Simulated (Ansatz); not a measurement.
**C2H7ClSi: two torsions**

Aim: map the energy of C2H7ClSi, SMILES CC[SiH2]Cl over two coordinates, and find its wells, ridges and stiffness.

The runs use Ansatz 0.2.0; RKS SPW92 (LDA)/def2-TZVP.

### 1 Starting geometry

SMILES `CC[SiH2]Cl`, 11 atoms, charge 0, spin multiplicity 1.

Atoms are counted from 1 here; the program's logs count them from 0.

Bond lengths: C1–C2 1.536 Å, C1–H5 1.109 Å, C1–H6 1.110 Å, C1–H7 1.110 Å, C2–Si3 1.887 Å, C2–H8 1.112 Å, C2–H9 1.112 Å, Si3–Cl4 2.091 Å, Si3–H10 1.504 Å, Si3–H11 1.504 Å. Angles: C2–C1–H5 111.5°, C2–C1–H6 111.8°, C2–C1–H7 111.8°, H5–C1–H6 107.1°, H5–C1–H7 107.1°, H6–C1–H7 107.2°, C1–C2–Si3 113.0°, C1–C2–H8 111.2°, C1–C2–H9 111.2°, Si3–C2–H8 107.6°, Si3–C2–H9 107.6°, H8–C2–H9 106.0°, C2–Si3–Cl4 109.7°, C2–Si3–H10 110.9°, C2–Si3–H11 110.9°, Cl4–Si3–H10 108.1°, Cl4–Si3–H11 108.0°, H10–Si3–H11 109.1°.

Coordinates:

```mol
C2H7ClSi
  3D, bonds by distance, orders not assigned

 11 10  0  0  0  0  0  0  0  0999 V2000
    0.0617    1.4693    0.0375 C   0  0
   -0.6726    0.1216    0.0901 C   0  0
    0.4851   -1.3566   -0.0962 Si  0  0
   -0.6190   -3.1301   -0.0185 Cl  0  0
   -0.6413    2.3198    0.1502 H   0  0
    0.5942    1.6109   -0.9259 H   0  0
    0.8159    1.5596    0.8467 H   0  0
   -1.2207   -0.0004    1.0494 H   0  0
   -1.4396    0.0504   -0.7113 H   0  0
    1.2037   -1.3124   -1.4163 H   0  0
    1.4977   -1.3891    1.0150 H   0  0
  1  2  8  0
  1  5  8  0
  1  6  8  0
  1  7  8  0
  2  3  8  0
  2  8  8  0
  2  9  8  0
  3  4  8  0
  3 10  8  0
  3 11  8  0
M  END
```

This geometry comes from a loose relaxation at PBE in a small basis, which is not shown.

### 3 Plan of the scan

First coordinate, dihedral C1–C2–Si3–Cl4: 12 values from −180 to 150 °, periodic. Second coordinate, dihedral H5–C1–C2–Si3: 11 values from −270 to −90 °.

Nothing else is relaxed (all other coordinates rigid). Energies count from the relaxed molecule at the same level. Points are written as (first, second).

(The set-up runs are not shown.)

### 4 Point (−60°, −180°)

input.yaml

```yaml
crystal:
  periodic: [false, false, false]
  atoms:
    - { symbol: C, position_ang: [0.0693, 1.42839, 0.036426] }
    - { symbol: C, position_ang: [-0.689833, 0.116663, 0.090821] }
    - { symbol: Si, position_ang: [0.464675, -1.318862, -0.094739] }
    - { symbol: Cl, position_ang: [1.455259, -1.225422, -1.892393] }
    - { symbol: H, position_ang: [-0.602515, 2.295061, 0.145343] }
    - { symbol: H, position_ang: [0.604671, 1.550168, -0.920495] }
    - { symbol: H, position_ang: [0.822007, 1.497516, 0.840046] }
    - { symbol: H, position_ang: [-1.233641, 0.003718, 1.04537] }
    - { symbol: H, position_ang: [-1.450775, 0.056796, -0.707289] }
    - { symbol: H, position_ang: [1.492569, -1.314681, 0.991997] }
    - { symbol: H, position_ang: [-0.288031, -2.611027, -0.056675] }
basis:
  gaussian: { orbitals: def2-TZVP }
hamiltonian:
  xc: lda
output:
  forces: true
```

Launch:

```
ansatz run input.yaml --threads 1 --pin off --max-ram 2560MiB --backend cpu --events-out ev --progress --plain --runs-dir out
```

Further runs follow: the other points that were computed.

What does the calculation give? Wanted: lowest point; highest computed point; largest force on an atom; dipole moment.

As calculated:

```
                       quantity                                                                    value
                   lowest point                                                  (−60°, −180°), −80 cm⁻¹
         highest computed point                                  (0°, −234°), 2036 cm⁻¹ above the lowest
largest force on an atom (eV/Å)  0.00 at (−180°, −180°) to 0.62 at (0°, −234°); 0.36 at the lowest point
              dipole moment (D)  1.72 at (0°, −234°) to 2.00 at (−180°, −234°); 1.81 at the lowest point
        time for the whole task                                         9.1 min on 1 thread, shared host
```

**Reading.** The lowest computed point is at (−60°, −180°), −80 cm⁻¹ from the relaxed molecule at the same level; the map holds 2 wells of about this depth. There is a further well near (−180°, −180°) (80 cm⁻¹ above the lowest at that grid point). The highest computed point, (0°, −234°), lies 2036 cm⁻¹ above the lowest. On the interpolated surface the easiest way out of the lowest well to the well at (−180°, −180°) passes a barrier of about 740 cm⁻¹. Round the minimum the two coordinates are nearly uncoupled.
